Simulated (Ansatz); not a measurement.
# CuHO (triplet): the correlation ladder, def2-TZVPP

One table from this session's results is given with a row withheld; the runs are named, their logs left out.

Method: def2-TZVPP, core rule «outside noble gas», up to 10 orbitals frozen; program: Ansatz 0.2.0, Gaussian basis.

The runs, in order: UHF; ROHF; CCSD(T) on UHF.

2 further runs of the same task are left out: 2 set aside as unsound or not needed.

## The system

The geometry is a PBE0/def2-TZVP stationary point (not a proven minimum).

3 atoms, charge 0, spin multiplicity 3.

Atoms are counted from 1 here; the program's logs count them from 0.

Bond lengths: Cu1–O2 1.785 Å, O2–H3 0.962 Å. Angles: Cu1–O2–H3 117.6°.

Coordinates:

```xyz
3
charge 0, multiplicity 3
Cu    0.0000    0.0151    0.3824
O     0.0000   -0.1051   -1.3989
H     0.0000    0.7154   -1.9009
```

The first run:

The input, in.yaml:

```yaml
crystal:
  periodic: [false, false, false]
  atoms:
    - {symbol: Cu, position_ang: [0.000000, 0.015109, 0.382355]}
    - {symbol: O, position_ang: [0.000000, -0.105079, -1.398874]}
    - {symbol: H, position_ang: [0.000000, 0.715425, -1.900920]}
basis:
  gaussian: {orbitals: def2-TZVPP}
magnetization: {spin_polarized: true, initial_magnetization: 2}
hamiltonian: {xc: hf}
output: {orbitals: {seedname: orbitals}}
```

Started as:

```console
$ ansatz run in.yaml --threads 1 --pin off --events-out ev --progress --plain --max-ram 2560MiB --backend cpu
```

Steps of the session up to this table: UHF; ROHF; CCSD(T) on UHF.

One of the session's tables, all rows but one given; the rest of the session is left out.

| method | from UCCSD(T) (meV) |
| --- | --- |
| ROHF | ? |
| UHF | +17384.6 |
| UMP2 | +16.0 |
| UCCSD | +572.1 |
| UCCSD(T) | 0 |

Q: Estimate the row for ROHF from the others.

The run gave: from UCCSD(T) (meV): +17492.4. In the column «from UCCSD(T) (meV)» it is the highest.

With the free atoms at the same levels and basis (separate runs), the atomisation energy is 5.642 eV at UCCSD(T), 4.582 eV at ROHF.
